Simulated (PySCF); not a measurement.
Write a Python script for PySCF 2.14.0 that does the following.

- Task: G0W0 quasiparticle levels
- Functional: PBE0
- Potentials or basis: pob-tzvp-rev2 (all-electron)
- k mesh: 1 × 1 × 1
- Occupations: fixed
- Spin: no spin polarisation
- Exponents discarded below (exp_to_discard): 0 1/bohr^2
- Frozen core bands: 10
- conv_tol: 1e-08 Ha
- max_cycle: 60
- exxdiv: ewald
- Relativity: none
- Coulomb method: Gaussian density fitting (GDF)
- Grid for exchange and correlation: Becke, atom-centred
- Three-centre integrals: read from an earlier run's file

The structure of NGeH3 lies in GeH3N.xyz:

```xyz
5
Lattice="11.0000000000 0.0000000000 0.0000000000 0.0000000000 13.0000000000 0.0000000000 0.0000000000 0.0000000000 10.0000000000" Properties=species:S:1:pos:R:3 pbc="T T T"
N      5.4432950000      5.7646160000      5.1647400000
Ge     6.5107680000      7.2199140000      5.3128300000
H      5.6866480000      4.8821500000      5.5036500000
H      4.5554740000      5.7511350000      4.6888700000
H      5.4241660000      8.1803930000      4.5390500000
```

The cell isn't the ideal one: atoms moved at random, drawn with an rms of 0.05 Å.

One way to write it, as run:

run.py

```python
import json
import numpy as np
from pyscf.pbc import gto, scf, dft, df

cell = gto.Cell()
cell.basis = 'pob-tzvp-rev2'
cell.fromfile('GeH3N.xyz')
cell.exp_to_discard = 0
cell.precision = 1e-08
cell.max_memory = 2520  # MB
cell.verbose = 4
cell.build()

res = {}
kpts = cell.make_kpts([1, 1, 1])
mf = dft.KRKS(cell, kpts, xc='pbe0', exxdiv='ewald')
mf = mf.density_fit()
mf.with_df._cderi = 'cderi.h5'  # three-centre integrals saved by an earlier run on this cell, basis and mesh
mf.conv_tol = 1e-08
mf.max_cycle = 60

mf.kernel()
res.update(converged=bool(mf.converged), e_tot=mf.e_tot, nelec=cell.nelectron, nao=cell.nao, mesh=list(map(int, cell.mesh)), a=cell.lattice_vectors().tolist(), coords=cell.atom_coords().tolist(),
           mo_energy=[np.real(x).tolist() for x in mf.mo_energy], mo_occ=[np.real(x).tolist() for x in mf.mo_occ])
import h5py
print('fit functions by k pair:', sorted({v['0'].shape[0] for v in h5py.File(mf.with_df._cderi)['j3c'].values()}))
res.update(kpts=cell.get_scaled_kpts(kpts).tolist())
res['parts'] = {k: float(np.real(v)) for k, v in mf.scf_summary.items() if np.isscalar(v)}
json.dump(res, open('results.json', 'w'))
if not mf.converged:
    raise SystemExit('SCF not converged')

print('levels (eV)')
for i, kp in enumerate(res['kpts'][:40]):
    print('k %7.4f %7.4f %7.4f  ' % tuple(kp), ' '.join('%.3f' % (x * 27.211386) for x in res['mo_energy'][i][:26]))

# Mulliken populations
dm, s = np.asarray(mf.make_rdm1()), np.asarray(mf.get_ovlp())
sites = cell.aoslice_by_atom()[:, 2:]
tot = np.einsum('kij,kji->i', dm, s).real / len(kpts)
res['mulliken'] = [cell.atom_charge(i) - tot[a0:a1].sum() for i, (a0, a1) in enumerate(sites)]
print('Mulliken charges', np.round(res['mulliken'], 5))

from pyscf.pbc.gw.krgw_ac import KRGWAC
gw = KRGWAC(mf, frozen=10)
gw.fc = True
orbs = list(range(18, 24))
gw.kernel(orbs=orbs)
res['orbs'] = orbs
res['qp'] = np.asarray(gw.mo_energy).real.tolist()
res['done'] = True
json.dump(res, open('results.json', 'w'))
```

Potentials or basis: pob-tzvp-rev2 (all-electron).

The run is started by

```console
$ OMP_NUM_THREADS=2 python -u run.py > log
```

Results of the run:

```
Gap between the frontier levels, mean-field level : 5.22 eV
Mulliken charges                                  : N -0.60; Ge +0.62; H +0.11, +0.13, -0.26 e
Quasiparticle gap                                 : 9.96 eV
```

Caveat: the basis is small and the box finite, so much correlation energy is missing and levels can be off by tenths of an eV; Mulliken charges move with the basis; this is a molecule in a periodic box at the Γ point, so its band gap is the HOMO-LUMO gap; total energy, band gap and charges are those of the mean-field reference; relativity is left out, which matters for the heavier elements; the basis of atomic orbitals isn't converged, which shifts pressures, moduli and gaps; this basis is made for solids and lacks diffuse functions, so gaps of a molecule come out too wide by an eV or more.

Run time: 43 s on 2 threads of Arm Neoverse N1, on a shared host, peak memory 1.9 GiB.
